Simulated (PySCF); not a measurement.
# GaH3: the cost of one run

Method: levels as typed in each script, gas phase, geometry from GFN2-xTB; program: PySCF 2.14.0.

### Step 1. The system as given

SMILES `[GaH3]`, 4 atoms, charge 0, spin multiplicity 1.

Bond lengths: Ga1–H2 1.566 Å, Ga1–H3 1.566 Å, Ga1–H4 1.566 Å. Angles: H2–Ga1–H3 120.0°, H2–Ga1–H4 120.0°, H3–Ga1–H4 120.0°.

As a file:

```csv
atom,x (Å),y (Å),z (Å)
Ga1,0.0000,0.0000,0.0000
H2,0.0697,1.5649,0.0000
H3,1.3204,-0.8428,0.0000
H4,-1.3901,-0.7221,0.0000
```

### Step 2. Density, bond paths and surface potential (PBE0/def2-tzvp)

File input.py:

```python
import numpy as np
from pyscf import gto, scf, dft
from pyscf.scf import atom_ks, atom_hf
from scipy.linalg import block_diag

def solve(mol, dm0=None, hcore=None):
    mf = (dft.UKS if mol.spin else dft.RKS)(mol, xc='pbe0')
    mf.grids.level = 3
    mf = mf.density_fit(auxbasis='def2-universal-jkfit')
    mf.conv_tol, mf.max_cycle = 1e-8, 80
    if hcore is not None:
        mf.get_hcore = lambda *args: hcore
    mf.kernel(dm0)
    if not mf.converged:
        mf = mf.newton().run(mf.mo_coeff, mf.mo_occ, max_cycle=30)
    assert mf.converged, 'SCF not converged'
    return mf

mol = gto.M(atom='''
Ga     0.00000     0.00000     0.00000
H      0.06972     1.56493     0.00000
H      1.32042    -0.84284     0.00000
H     -1.39011    -0.72209     0.00000
''', basis='def2-tzvp', charge=0, spin=0, verbose=4)
mf = solve(mol)
mf.analyze()
# spherically averaged free atoms, for the promolecule
atm = atom_ks.get_atm_nrks(mol, xc='pbe0')
pro = block_diag(*[(atm[a[0]][2] * atm[a[0]][3]) @ atm[a[0]][2].T for a in mol._atom])
np.savez('result.npz', e=mf.e_tot, c=mf.mo_coeff, occ=mf.mo_occ, eps=mf.mo_energy, pro=pro, dip=mf.dip_moment(verbose=0), s2=mf.spin_square()[0])
```

Started as:

```bash
$ OMP_NUM_THREADS=1 python input.py
```

**Question.** How long does this run take on 1 thread of Arm Neoverse V2, shared host, and how much memory does it need?

About 3.4 s, with a peak of 0.24 GiB.
